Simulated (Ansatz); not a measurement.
# CH10BNOSi2: the cost of one run

Method: RKS BLYP-D4/cc-pVDZ, in Ansatz 0.2.0.

### Step 1. Starting point

Bond lengths (14 of 15 bonds, heavy atoms first): B1–O2 1.483 Å, O2–Si3 1.751 Å, Si3–C4 1.839 Å, Si3–N5 1.774 Å, Si3–Si6 2.245 Å, B1–H7 1.213 Å, B1–H8 1.119 Å, C4–H9 1.105 Å, C4–H10 1.087 Å, C4–H11 1.197 Å, N5–H12 1.060 Å, N5–H13 1.094 Å, Si6–H14 1.473 Å, Si6–H15 1.440 Å. Angles (14 of 25 angles, heavy atoms first): B1–O2–Si3 108.0°, O2–Si3–C4 107.6°, O2–Si3–N5 110.3°, O2–Si3–Si6 107.1°, C4–Si3–N5 112.5°, C4–Si3–Si6 109.1°, N5–Si3–Si6 110.0°, O2–B1–H7 116.2°, O2–B1–H8 122.9°, Si3–C4–H9 113.1°, Si3–C4–H10 112.3°, Si3–C4–H11 106.9°, Si3–N5–H12 105.1°, Si3–N5–H13 107.2°.

As a file:

```xyz
16

B     1.9425   -0.6044   -1.6037
O     1.6918    0.1817   -0.3719
Si   -0.0217    0.1070   -0.0201
C    -0.4275   -1.6368    0.3982
N    -0.9597    0.7102   -1.3993
Si   -0.3846    1.3978    1.7810
H     1.8698    0.0027   -2.6510
H     2.1967   -1.6938   -1.5879
H     0.1272   -2.0129    1.2770
H    -0.3657   -2.2936   -0.4653
H    -1.5785   -1.6571    0.7267
H    -0.6706    1.7238   -1.5069
H    -2.0078    0.7435   -1.0870
H     0.3756    0.8939    2.9375
H    -0.0001    2.7539    1.4889
H    -1.8102    1.3612    2.1280
```

### Step 2. Relaxing end A

input.yaml reads:

```yaml
crystal:
  periodic: [false, false, false]
  atoms:
    - { symbol: B, position_ang: [1.9425, -0.6044, -1.6037] }
    - { symbol: O, position_ang: [1.6918, 0.1817, -0.3719] }
    - { symbol: Si, position_ang: [-0.0217, 0.107, -0.0201] }
    - { symbol: C, position_ang: [-0.4275, -1.6368, 0.3982] }
    - { symbol: "N", position_ang: [-0.9597, 0.7102, -1.3993] }
    - { symbol: Si, position_ang: [-0.3846, 1.3978, 1.781] }
    - { symbol: H, position_ang: [1.8698, 0.0027, -2.651] }
    - { symbol: H, position_ang: [2.1967, -1.6938, -1.5879] }
    - { symbol: H, position_ang: [0.1272, -2.0129, 1.277] }
    - { symbol: H, position_ang: [-0.3657, -2.2936, -0.4653] }
    - { symbol: H, position_ang: [-1.5785, -1.6571, 0.7267] }
    - { symbol: H, position_ang: [-0.6706, 1.7238, -1.5069] }
    - { symbol: H, position_ang: [-2.0078, 0.7435, -1.087] }
    - { symbol: H, position_ang: [0.3756, 0.8939, 2.9375] }
    - { symbol: H, position_ang: [-0.0001, 2.7539, 1.4889] }
    - { symbol: H, position_ang: [-1.8102, 1.3612, 2.128] }
basis:
  gaussian: { orbitals: cc-pVDZ }
hamiltonian:
  xc: blyp
  dispersion: d4
relax:
  f_tol: 0.015
  max_steps: 40
```

Command:

```bash
$ ansatz run input.yaml --threads 2 --pin off --max-ram 3072MiB --backend cpu --events-out ev --progress --plain --runs-dir out
```

Q: Estimate wall time and peak memory on 2 threads of Arm Neoverse V1, shared host.

About 98 s, with a peak of 0.22 GiB.
